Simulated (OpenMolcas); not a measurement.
# doublet GaBH3ClO+ at 6 levels

Aim: a comparison of 6 runs (UHF/3-21G, UHF/6-31G*, U-r2SCAN/6-31G*, U-revPBE/6-31G*, UM06-2X/6-31G*, UM06-L/6-31G*) of doublet GaBH3ClO+. 

The results are computed with OpenMolcas 26.06.

2 further runs of the same task are left out: 1 that didn't finish, 1 set aside as unsound or not needed.

## Step 1: Starting point

The species is GaBH3ClO+ (7 atoms), meant as a doublet with charge +1. As SMILES of the parent species, `O[B](Cl)[GaH2]`. Geometry: relaxed at PBE0-D4/def2-TZVP. This is one conformer, not always the lowest. That shape belongs to the parent species and isn't relaxed for this state.

Bond lengths: O1–B2 1.344 Å, B2–Cl3 1.789 Å, B2–Ga4 2.095 Å, O1–H5 0.965 Å, Ga4–H6 1.572 Å, Ga4–H7 1.572 Å. Angles: O1–B2–Cl3 118.4°, O1–B2–Ga4 123.4°, Cl3–B2–Ga4 118.3°, B2–O1–H5 114.1°, B2–Ga4–H6 121.3°, B2–Ga4–H7 121.3°, H6–Ga4–H7 117.4°.

## Step 2: A single-point energy at UHF/3-21G (run 1)

Input file run.input:

```
&GATEWAY
  BasLib
  $CurrDir
  Coord
  7
  angstrom
  O       -0.845500      -1.229100       0.927100
  B       -0.031900      -0.664900       0.017900
  Cl       0.899000      -1.736200      -1.070500
  Ga       0.202400       1.406200      -0.190800
  H       -0.850900      -2.194300       0.905900
  H       -0.691300       2.232500      -1.186100
  H        1.318000       2.185900       0.596500
  Basis
  3-21G
  Group
  NoSym

&SEWARD

&SCF
  UHF
  Charge
  1
  Spin
  2
  Thresholds
  1e-10 1e-07 1e-07 1e-05
  PrOrbitals
  1 2
```

The basis set 3-21G is read from a file made from the Basis Set Exchange's data (not shown).

Run with:

```sh
$ export MOLCAS_MEM=1860
$ pymolcas run.input > run.log
```

What it wrote:

```text
--- Start Module: gateway ---
[...]
--- Stop Module: gateway /rc=_RC_ALL_IS_WELL_ ---
--- Start Module: seward ---
[...]
      Basis functions           59
--- Stop Module: seward /rc=_RC_ALL_IS_WELL_ ---
--- Start Module: scf ---
[...]
       Convergence after  28 Iterations
[...]
::    Total SCF energy                              -2471.5744287719
[...]
      Total spin, S                                     0.5086223061
[...]
      Total electronic charge=   63.000000
      Total            charge=    1.000000
[...]
      Dipole Moment (debye):
      Origin of the operator (angstrom)=    0.2336    0.0857   -0.2631
                   X= -8.8040E-01               Y= -2.0756E-01               Z=  9.9510E-01           Total=  1.3448E+00
      Center of Charge (angstrom)
[...]
--- Stop Module: scf /rc=_RC_ALL_IS_WELL_ ---
[...]
```

Wall time 2.8 s (1 thread of Intel Xeon 6975P-C (Granite Rapids), shared host); peak memory 0.39 GiB.

## Step 3: A single-point energy at UHF/6-31G(d) (spherical functions) (run 2)

Input file job.input:

```
* BClGaH3O Hartree-Fock

&GATEWAY
  BasLib = $CurrDir
  Coord
  7
  angstrom
  O       -0.845500      -1.229100       0.927100
  B       -0.031900      -0.664900       0.017900
  Cl       0.899000      -1.736200      -1.070500
  Ga       0.202400       1.406200      -0.190800
  H       -0.850900      -2.194300       0.905900
  H       -0.691300       2.232500      -1.186100
  H        1.318000       2.185900       0.596500
  Basis = 6-31Gs
  Group = NoSym

&SEWARD

&SCF
  UHF
  Charge = 1
  Spin = 2
  Thresholds = 1e-10 1e-07 1e-07 1e-05
  PrOrbitals = 1 1
```

The basis set 6-31G* is read from a file made from the Basis Set Exchange's data (not shown).

Run with:

```sh
$ export MOLCAS_MEM=1860
$ pymolcas job.input > job.log
```

What it wrote:

```text
--- Start Module: gateway ---
[...]
--- Stop Module: gateway /rc=_RC_ALL_IS_WELL_ ---
--- Start Module: seward ---
[...]
      Basis functions           84
--- Stop Module: seward /rc=_RC_ALL_IS_WELL_ ---
[...]
--- Start Module: scf ---
[...]
       Convergence after  35 Iterations
[...]
::    Total SCF energy                              -2483.4563759460
[...]
      Total spin, S                                     0.5093286098
[...]
      Total electronic charge=   63.000000
      Total            charge=    1.000000
[...]
      Dipole Moment (debye):
      Origin of the operator (angstrom)=    0.2336    0.0857   -0.2631
                   X= -6.6363E-01               Y= -2.6265E-01               Z=  7.4711E-01           Total=  1.0332E+00
      Center of Charge (angstrom)
[...]
--- Stop Module: scf /rc=_RC_ALL_IS_WELL_ ---
[...]
```

It took 9.9 s on 1 thread of Intel Xeon 6975P-C (Granite Rapids), shared host; peak memory 0.46 GiB.

Runs 3 to 4 aren't shown in full; the table further down has their settings and results.

## Step 4: The energy at UM06-2X/6-31G(d) (spherical functions) (run 5)

Input file mol.xyz:

```xyz
7

O     -0.845500    -1.229100     0.927100
B     -0.031900    -0.664900     0.017900
Cl     0.899000    -1.736200    -1.070500
Ga     0.202400     1.406200    -0.190800
H     -0.850900    -2.194300     0.905900
H     -0.691300     2.232500    -1.186100
H      1.318000     2.185900     0.596500
```

Input file run.input:

```
* BClGaH3O Kohn-Sham DFT

&GATEWAY
 BasLib=$CurrDir
 Coord=mol.xyz
 Basis=6-31Gs
 Group=NoSym

&SEWARD
 GridInput
 Grid=UltraFine
 End of Grid

&SCF
 UHF
 Charge=1
 Spin=2
 KSDFT=M062X
 Thresholds=1e-10 1e-07 1e-07 1e-05
 PrOrbitals=1
```

The basis set 6-31G* is read from a file made from the Basis Set Exchange's data (not shown).

Run with:

```sh
$ export MOLCAS_MEM=1860
$ pymolcas run.input > run.log
```

What it wrote:

```text
--- Start Module: gateway ---
[...]
--- Stop Module: gateway /rc=_RC_ALL_IS_WELL_ ---
--- Start Module: seward ---
[...]
      Basis functions           84
--- Stop Module: seward /rc=_RC_ALL_IS_WELL_ ---
[...]
--- Start Module: scf ---
[...]
       Convergence after  24 Iterations
[...]
::    Total KS-DFT energy                           -2486.2541705796
[...]
      Total spin, S                                     0.5033624733
[...]
      Total electronic charge=   63.000000
      Total            charge=    1.000000
[...]
      Dipole Moment (debye):
      Origin of the operator (angstrom)=    0.2336    0.0857   -0.2631
                   X= -6.2542E-01               Y= -5.9764E-01               Z=  6.9450E-01           Total=  1.1093E+00
      Center of Charge (angstrom)
[...]
--- Stop Module: scf /rc=_RC_ALL_IS_WELL_ ---
[...]
```

Run time: 44 s. Hardware: 1 thread of Intel Xeon 6975P-C (Granite Rapids), shared host; peak memory 0.47 GiB.

## Step 5: The energy at UM06-L/6-31G(d) (spherical functions) (run 6)

Input file job.inp:

```
&GATEWAY
  BASLIB
  $CurrDir
  COORD
  7
  angstrom
  O       -0.845500      -1.229100       0.927100
  B       -0.031900      -0.664900       0.017900
  Cl       0.899000      -1.736200      -1.070500
  Ga       0.202400       1.406200      -0.190800
  H       -0.850900      -2.194300       0.905900
  H       -0.691300       2.232500      -1.186100
  H        1.318000       2.185900       0.596500
  BASIS
  6-31Gs
  GROUP
  NoSym

&SEWARD
  GRIDINPUT
  Grid=UltraFine
  End of Grid

&SCF
  UHF
  CHARGE
  1
  SPIN
  2
  KSDFT
  M06L
  THRESHOLDS
  1e-10 1e-07 1e-07 1e-05
  PRORBITALS
  1 2
```

The basis set 6-31G* is read from a file made from the Basis Set Exchange's data (not shown).

Run with:

```sh
$ export MOLCAS_MEM=1860
$ pymolcas job.inp > job.log
```

What it wrote:

```text
--- Start Module: gateway ---
[...]
--- Stop Module: gateway /rc=_RC_ALL_IS_WELL_ ---
--- Start Module: seward ---
[...]
      Basis functions           84
--- Stop Module: seward /rc=_RC_ALL_IS_WELL_ ---
[...]
--- Start Module: scf ---
[...]
       Convergence after  25 Iterations
[...]
::    Total KS-DFT energy                           -2486.2675059542
[...]
      Total spin, S                                     0.5021434817
[...]
      Total electronic charge=   63.000000
      Total            charge=    1.000000
[...]
      Dipole Moment (debye):
      Origin of the operator (angstrom)=    0.2336    0.0857   -0.2631
                   X= -5.8756E-01               Y= -6.6647E-01               Z=  6.4945E-01           Total=  1.1005E+00
      Center of Charge (angstrom)
[...]
--- Stop Module: scf /rc=_RC_ALL_IS_WELL_ ---
[...]
```

Run time: 47 s. Hardware: 1 thread of Intel Xeon 6975P-C (Granite Rapids), shared host; peak memory 0.47 GiB.

## Step 6: The series

| run | level | integration grid | energy (Eh) | HOMO energy (eV) | LUMO energy (eV) | ⟨S²⟩ | wall time |
| --- | --- | --- | --- | --- | --- | --- | --- |
| 1 | UHF/3-21G | – | -2471.574429 | -16.85 | -8.68 | 0.767 | 2.8 s |
| 2 | UHF/6-31G* (spherical functions) | – | -2483.456376 | -16.96 | -8.34 | 0.769 | 9.9 s |
| 3 | U-r2SCAN/6-31G* (spherical functions) | UltraFine | -2486.236520 | -13.36 | -12.43 | 0.755 | 45 s |
| 4 | U-revPBE/6-31G* (spherical functions) | UltraFine | -2486.087235 | -12.99 | -12.40 | 0.753 | 38 s |
| 5 | UM06-2X/6-31G* (spherical functions) | UltraFine | -2486.254171 | -15.22 | -11.08 | 0.757 | 44 s |
| 6 | UM06-L/6-31G* (spherical functions) | UltraFine | -2486.267506 | -13.29 | -12.45 | 0.754 | 47 s |

## Step 7: Outcome

| quantity | value |
| --- | --- |
| run 6: total energy | -2486.26751 Eh |
| run 6: HOMO energy (highest over α and β) | -13.29 eV |
| run 6: LUMO energy (lowest over α and β) | -12.45 eV |
| run 6: ⟨S²⟩ | 0.754 |

What this shows: Totals of different functionals can't be ranked against each other. All runs together took 3.1 min, the longest 47 s.
